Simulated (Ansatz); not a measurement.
# CH5B2NO: a ladder of functionals and wavefunction methods

The task here is to estimate one member of a computed series from the others.

The runs use Ansatz 0.2.0, Gaussian basis; functionals in def2-TZVPP, the program's frozen cores in correlated methods.

The runs, in order: LDA (SPW92), PBE-D4, revPBE-D4, BLYP-D4, r2SCAN-D4, B97M-V, PBE0-D4, B3LYP-D4, r2SCANh-D4, r2SCAN0-D4, HSE06-D4, BHLYP-D4, CAM-B3LYP-D4, LC-ωPBE, ωB97X-V, ωB97M-V, B2PLYP, PBE-QIDH; CCSD(T)/def2-SVP; CCSD(T)/def2-TZVPP; MP2/def2-QZVPP; extrapolation to the limit; RPA on PBE.

## The geometry

An earlier PBE0-D4 in a triple-zeta def2 set relaxation fixed the geometry.

SMILES `BB(O)N=C`, 10 atoms, charge 0, spin multiplicity 1.

Atoms are counted from 1 here; the program's logs count them from 0.

Bond lengths: B1–B2 1.692 Å, B1–H6 1.198 Å, B1–H7 1.201 Å, B2–O3 1.375 Å, B2–N4 1.404 Å, O3–H8 0.958 Å, N4–C5 1.247 Å, C5–H9 1.098 Å, C5–H10 1.095 Å. Angles: B2–B1–H6 123.2°, B2–B1–H7 120.6°, H6–B1–H7 116.1°, B1–B2–O3 126.2°, B1–B2–N4 116.2°, O3–B2–N4 117.6°, B2–O3–H8 113.3°, B2–N4–C5 146.2°, N4–C5–H9 123.2°, N4–C5–H10 120.8°, H9–C5–H10 116.0°.

The first run:

File in.yaml:

```yaml
crystal:
  periodic: [false, false, false]
  atoms:
    - {symbol: B, position_ang: [-0.192116, -0.591664, 1.578459]}
    - {symbol: B, position_ang: [0.229012, -0.611925, -0.060315]}
    - {symbol: O, position_ang: [1.119317, -1.472437, -0.658982]}
    - {symbol: N, position_ang: [-0.431676, 0.314700, -0.882563]}
    - {symbol: C, position_ang: [-0.465757, 1.488737, -1.300339]}
    - {symbol: H, position_ang: [-1.231837, -1.017151, 1.993720]}
    - {symbol: H, position_ang: [0.546259, -0.110376, 2.394301]}
    - {symbol: H, position_ang: [1.487696, -2.117196, -0.054134]}
    - {symbol: H, position_ang: [0.300568, 2.236629, -1.056201]}
    - {symbol: H, position_ang: [-1.278366, 1.829485, -1.951045]}
basis:
  gaussian: {orbitals: def2-TZVPP}
hamiltonian: {xc: lda}
output: {orbitals: {seedname: orbitals}}
```

Command:

```bash
> ansatz run in.yaml --threads 2 --pin off --events-out ev --progress --plain --max-ram 4352MiB
```

Among the steps run: LDA; PBE-D4 (GGA); revPBE-D4 (GGA); BLYP-D4 (GGA); r2SCAN-D4 (meta-GGA); B97M-V (meta-GGA); PBE0-D4 (hybrid); B3LYP-D4 (hybrid); r2SCANh-D4 (hybrid); r2SCAN0-D4 (hybrid); HSE06-D4 (hybrid); BHLYP-D4 (hybrid); CAM-B3LYP-D4 (range-separated); LC-ωPBE (range-separated); ωB97X-V (range-separated); ωB97M-V (range-separated); B2PLYP (double hybrid); PBE-QIDH (double hybrid).

One table of the session follows, with a row left open; its other results are not shown here.

It belongs to the step «Frontier levels by functional». 

```
  functional  HOMO (eV)  LUMO (eV)  gap (eV)
 LDA (SPW92)      -5.94      -3.40      2.54
      PBE-D4      -5.82      -3.08      2.73
   revPBE-D4      -5.76      -2.95      2.81
     BLYP-D4      -5.72      -2.92      2.79
   r2SCAN-D4      -6.04      -2.73      3.31
      B97M-V      -6.16      -2.82      3.34
     PBE0-D4      -7.15      -2.07      5.08
    B3LYP-D4      -6.94      -2.29      4.65
  r2SCANh-D4      -6.54      -2.38      4.16
  r2SCAN0-D4      -7.31      -1.86      5.45
    HSE06-D4      -6.74      -2.45      4.30
    BHLYP-D4      -8.44      -1.01      7.43
CAM-B3LYP-D4      -8.54      -0.97      7.57
     LC-ωPBE      -9.86       0.27     10.13
     ωB97X-V      -9.53       0.15      9.68
     ωB97M-V          ?          ?         ?
```

**Question.** Estimate the row for ωB97M-V.

**Answer.** HOMO (eV): -9.45; LUMO (eV): -0.12; gap (eV): 9.32. In the column «HOMO (eV)» it lies between ωB97X-V (-9.53) and CAM-B3LYP-D4 (-8.54).
